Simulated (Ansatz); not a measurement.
# H2Rh: the cost of one run

Program: Ansatz 0.2.0. Level of theory: DFT PBE, scalar-relativistic, plane waves, PAW. These are calculated values, not measurements.

## 1. The structure to begin with

The structure is tetragonal, space group P4_2/mnm (No. 136). The conventional cell has a = 4.352 Å, b = 4.352 Å, c = 2.803 Å, α = 90.00°, β = 90.00°, γ = 90.00°. Around H (site symmetry m2m) lie 3 Rh at 1.84 to 1.88 Å. Rh (site symmetry mmm) is surrounded by 6 H at 1.84 to 1.88 Å.

Structure file:

```cif
data_structure
_symmetry_space_group_name_H-M 'P4_2/mnm'
_symmetry_Int_Tables_number 136
_cell_length_a 4.3520
_cell_length_b 4.3520
_cell_length_c 2.8031
_cell_angle_alpha 90.000
_cell_angle_beta 90.000
_cell_angle_gamma 90.000
_cell_volume 53.09
loop_
_atom_site_label
_atom_site_type_symbol
_atom_site_symmetry_multiplicity
_atom_site_Wyckoff_symbol
_atom_site_fract_x
_atom_site_fract_y
_atom_site_fract_z
_atom_site_occupancy
H1 H 4 f 0.30600 0.30600 0.00000 1
Rh1 Rh 2 a 0.00000 0.00000 0.00000 1
```

This is candidate A: rutile type (P4_2/mnm, No. 136).

(A quick probe on a coarse mesh, which set the mesh and smearing, is not shown.)

## 3. Coarse relaxation (candidate A)

input.yaml

```yaml
crystal:
  lattice:
    - [4.3519960784, 0.0, 0.0]
    - [0.0, 4.3519960784, 0.0]
    - [0.0, 0.0, 2.8031250318]
  atoms:
    - { symbol: H, position: [0.306, 0.306, 0.0] }
    - { symbol: H, position: [0.194, 0.806, 0.5] }
    - { symbol: H, position: [0.694, 0.694, 0.0] }
    - { symbol: H, position: [0.806, 0.194, 0.5] }
    - { symbol: Rh, position: [0.0, 0.0, 0.0] }
    - { symbol: Rh, position: [0.5, 0.5, 0.5] }
basis:
  ecutwfc: 420
kpoints:
  mp_grid: { grid: [4, 4, 6] }
hamiltonian:
  xc: pbe
scf:
  occupations: { method: gaussian, width: 0.1 }
  lower_state_search: "off"
output:
  forces: true
  stress: true
  eigenvalues: true
relax:
  adjacent_minimum: "off"
  f_tol: 0.04
  max_steps: 70
  cell: { stress_tol: 0.4 }
```

Launch:

```
$ ansatz run input.yaml --threads 1 --pin off --max-ram 2560MiB --backend cpu --events-out ev --progress --plain --runs-dir out
```

**Question.** How long does this run take on 1 thread of Arm Neoverse V2, shared host, and how much memory does it need?

About 10 s, with a peak of 0.31 GiB.
